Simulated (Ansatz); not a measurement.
# Sn3Te in Ansatz: the effect of functional

Crystal: Sn3Te.

```
Te Sn
1.0
    -2.30090    2.30090    5.51649
     2.30090   -2.30090    5.51649
     2.30090    2.30090   -5.51649
Te Sn
1 3
Direct
  0.00000 0.00000 0.00000
  0.50000 0.50000 0.00000
  0.25000 0.75000 0.50000
  0.75000 0.25000 0.50000
```

The cell comes from a database or a generator and needn't be the stable form of this composition.

Alike in all runs:

| Property | Result |
| --- | --- |
| Program | Ansatz 0.2.0 |
| Task | projected density of states |
| Potentials or basis | Ansatz PAW |
| k mesh | 5 × 5 × 5 |
| Occupations | fermi-dirac, width 0.05 eV |
| Spin | no spin polarisation |

```csv
functional,cutoff,pressure (GPa)
LDA,420 eV (not typed: the program's choice for these potentials),-4.4
PBE,420 eV (not typed: the program's choice for these potentials),-0.6
PBEsol,420 eV (not typed: the program's choice for these potentials),?
RPBE,420 eV (not typed: the program's choice for these potentials),0.7
revPBE,420 eV (not typed: the program's choice for these potentials),0.4
BLYP,420 eV (not typed: the program's choice for these potentials),3.8
r2SCAN,500 eV (not typed: the program's choice for these potentials),-1.2
HSE06,420 eV (not typed: the program's choice for these potentials),-2.0
PBE0,420 eV (not typed: the program's choice for these potentials),-2.0
r2SCAN0,500 eV (not typed: the program's choice for these potentials),-2.1
```

Q: What does the run with functional PBEsol give?

A: Pressure -3.2 GPa.

Caveats: all runs use coarse meshes; the density of states is complete only up to the lowest level of the last band computed; the PAW data sets come from PBE, with cores solved anew for the run's functional, which leaves a small shift of forces and pressure (some runs); the thresholds are loose for stress (some runs).
